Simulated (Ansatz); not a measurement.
# PbW: the cost of one run

Computed with Ansatz 0.2.0 (DFT PBE, scalar-relativistic, plane waves, PAW, unless a step's input says otherwise).

### 1 The structure to begin with

It takes space group P6/mmm (No. 191, hexagonal). Conventional cell: a = 3.359 Å, b = 3.359 Å, c = 5.946 Å, α = 90.00°, β = 90.00°, γ = 120.00°. Pb (site symmetry 6/mmm) is surrounded by 2 W at 2.97 Å and 6 Pb at 3.36 Å. W (site symmetry 6/mmm) is surrounded by 2 Pb at 2.97 Å and 6 W at 3.36 Å.

As a file:

```xyz
2
Lattice="3.3592 0.0000 0.0000 -1.6796 2.9092 0.0000 0.0000 0.0000 5.9459" Properties=species:S:1:pos:R:3 pbc="T T T"
Pb    0.0000    0.0000    0.0000
W     0.0000    0.0000    2.9729
```

A structure generator made this guess: random cell by space group and Wyckoff sites (P6/mmm, No. 191). Its size is a rough estimate.

### 2 Probe: one point on a coarse mesh

input.yaml reads:

```yaml
crystal:
  lattice:
    - [3.3592158, 0.0, 0.0]
    - [-1.6796079, 2.90916622, 0.0]
    - [0.0, 0.0, 5.94587629]
  atoms:
    - { symbol: Pb, position: [0.0, 0.0, 0.0] }
    - { symbol: W, position: [0.0, 0.0, 0.5] }
basis:
  ecutwfc: 420
kpoints:
  mp_grid: { grid: [6, 6, 4] }
hamiltonian:
  xc: pbe
scf:
  occupations: { method: gaussian, width: 0.1 }
  lower_state_search: "off"
output:
  forces: true
  stress: true
  eigenvalues: true
```

The run is started by

```
$ ansatz run input.yaml --threads 1 --pin off --max-ram 2560MiB --backend cpu --events-out ev --progress --plain --runs-dir out
```

**Question.** How long does this run take on 1 thread of Arm Neoverse V2, shared host, and how much memory does it need?

About 1 s, with a peak of 0.31 GiB.
